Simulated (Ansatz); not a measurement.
# AlGaH6NO2P: a ladder of functionals and wavefunction methods

An exercise on one series of results from a longer session: the logs are not shown, and one member is left open.

Program: Ansatz 0.2.0, Gaussian basis. Level of theory: functionals in def2-TZVPP, the program's frozen cores in correlated methods. These are calculated values, not measurements.

The runs, in order: LDA (SPW92), PBE-D4, revPBE-D4, BLYP-D4, r2SCAN-D4, B97M-V, PBE0-D4, B3LYP-D4, r2SCANh-D4, r2SCAN0-D4, HSE06-D4, BHLYP-D4, CAM-B3LYP-D4, LC-ωPBE, ωB97X-V, ωB97M-V, B2PLYP, PBE-QIDH; CCSD(T)/def2-SVP; CCSD(T)/def2-TZVPP; MP2/def2-QZVPP; extrapolation to the limit; RPA on PBE.

## Structure used throughout

The geometry comes from an earlier relaxation with PBE0-D4 in a triple-zeta def2 set; it is a stationary point, not always the lowest conformer.

SMILES `N[PH][Ga]([OH])[O][AlH2]`, 12 atoms, charge 0, spin multiplicity 1.

Atoms are counted from 1 here; the program's logs count them from 0.

Bond lengths: N1–P2 1.706 Å, N1–H7 1.007 Å, N1–H8 1.009 Å, P2–Ga3 2.314 Å, P2–H9 1.423 Å, Ga3–O4 1.785 Å, Ga3–O5 1.789 Å, O4–H10 0.961 Å, O5–Al6 1.680 Å, Al6–H11 1.593 Å, Al6–H12 1.580 Å. Angles: P2–N1–H7 113.8°, P2–N1–H8 121.9°, H7–N1–H8 111.6°, N1–P2–Ga3 103.9°, N1–P2–H9 100.8°, Ga3–P2–H9 93.1°, P2–Ga3–O4 124.9°, P2–Ga3–O5 120.9°, O4–Ga3–O5 114.2°, Ga3–O4–H10 112.2°, Ga3–O5–Al6 143.7°, O5–Al6–H11 117.9°, O5–Al6–H12 120.0°, H11–Al6–H12 122.1°.

Set-up of the first run:

File in.yaml:

```yaml
crystal:
  periodic: [false, false, false]
  atoms:
    - {symbol: N, position_ang: [0.104165, -1.795287, 1.297416]}
    - {symbol: P, position_ang: [1.623797, -1.072437, 1.017753]}
    - {symbol: Ga, position_ang: [1.130190, 0.763132, -0.302476]}
    - {symbol: O, position_ang: [2.249999, 2.112692, -0.633336]}
    - {symbol: O, position_ang: [-0.439542, 0.888180, -1.152207]}
    - {symbol: Al, position_ang: [-2.037751, 0.371596, -1.125005]}
    - {symbol: H, position_ang: [0.019321, -2.722769, 0.914923]}
    - {symbol: H, position_ang: [-0.757205, -1.277043, 1.210689]}
    - {symbol: H, position_ang: [1.766893, -0.285954, 2.194700]}
    - {symbol: H, position_ang: [1.872151, 2.758231, -1.236243]}
    - {symbol: H, position_ang: [-2.548297, -0.403525, 0.169987]}
    - {symbol: H, position_ang: [-2.983720, 0.663195, -2.356213]}
basis:
  gaussian: {orbitals: def2-TZVPP}
hamiltonian: {xc: lda}
output: {orbitals: {seedname: orbitals}}
```

On the command line:

```console
$ ansatz run in.yaml --threads 2 --pin off --events-out ev --progress --plain --max-ram 32768MiB --backend cuda --devices 0, --max-vram 18GiB
```

Among the steps run: LDA; PBE-D4 (GGA); revPBE-D4 (GGA); BLYP-D4 (GGA); r2SCAN-D4 (meta-GGA); B97M-V (meta-GGA); PBE0-D4 (hybrid); B3LYP-D4 (hybrid); r2SCANh-D4 (hybrid); r2SCAN0-D4 (hybrid); HSE06-D4 (hybrid); BHLYP-D4 (hybrid); CAM-B3LYP-D4 (range-separated); LC-ωPBE (range-separated); ωB97X-V (range-separated); ωB97M-V (range-separated); B2PLYP (double hybrid); PBE-QIDH (double hybrid).

One of the session's tables, all rows but one given; the rest of the session is left out.

It belongs to the step «Orbital energies across the functionals». 

| functional | HOMO (eV) | gap (eV) |
| --- | --- | --- |
| LDA (SPW92) | -6.08 | 3.94 |
| PBE-D4 | -5.90 | 4.02 |
| revPBE-D4 | -5.83 | 4.07 |
| BLYP-D4 | -5.77 | 4.01 |
| r2SCAN-D4 | ? | ? |
| B97M-V | -6.21 | 4.42 |
| PBE0-D4 | -7.04 | 5.92 |
| B3LYP-D4 | -6.85 | 5.52 |
| r2SCANh-D4 | -6.57 | 5.28 |
| r2SCAN0-D4 | -7.20 | 6.29 |
| HSE06-D4 | -6.65 | 5.16 |
| BHLYP-D4 | -8.05 | 7.67 |
| CAM-B3LYP-D4 | -8.32 | 8.09 |
| LC-ωPBE | -9.59 | 10.46 |
| ωB97X-V | -9.27 | 10.01 |
| ωB97M-V | -9.13 | 9.59 |

Q: Estimate the row for r2SCAN-D4 from the others.

Worked estimate for «HOMO (eV)». Against the share of exact exchange, r2SCANh-D4 (0.1, -6.57), r2SCAN0-D4 (0.25, -7.20) give a slope of -4.20 per unit share; at 0 the line stands at -6.15.

The run gave: HOMO (eV): -6.14; gap (eV): 4.60. In «HOMO (eV)» the line misses by -0.01.
